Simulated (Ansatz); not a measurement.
Run this with Ansatz 0.2.0, Python API and show what comes out.

`clfh3n2nb.xyz`
```text
8

N    -1.33100    1.06610    0.86320
Nb   -0.38440    0.08520   -0.40500
N     0.68640   -1.40160    0.60390
F    -1.54510   -0.75940   -1.69770
Cl    1.13610    1.51980   -1.60040
H    -1.21790    2.14020    0.93220
H     1.33050   -0.90710    1.33240
H     1.41760   -1.80030   -0.08440
```

`energy_clfh3n2nb.py`
```python
import ansatz as az


def main() -> None:
    clfh3n2nb = az.Crystal.molecule_from_extxyz("clfh3n2nb.xyz")

    job = (
        clfh3n2nb.calculation()
        .basis(gaussian="def2-TZVP")
        .functional("r2SCAN")
    )
    report = job.session().plan(threads=1).execute().report

    print("reference energy %16.6f eV" % report["reference_energy_ev"])
    print("total energy     %16.6f eV" % report["free_energy_ev"])
    print("occupied (up, down):", report["n_occupied"], " virtual:", report["n_virtual"], " frozen:", report["n_frozen"])


if __name__ == "__main__":
    main()
```

Output of `python energy_clfh3n2nb.py`:
```text
reference energy    -19823.813314 eV
total energy        -19823.813314 eV
occupied (up, down): [28, 28]  virtual: [160, 160]  frozen: 0
```

Caveats:
- Total energies depend on the basis set; only differences at equal settings carry meaning.
- The geometry is a force-field or estimated start, not a minimum of this method, and the basis set is short of its limit.
- def2 sets replace the cores of elements past krypton by effective core potentials.
- It ran for 11 s on 1 thread of Arm Neoverse V2, with other jobs on the host, peak memory 0.31 GiB.

(Lines on the test bed's own set-up are left out of the output.)
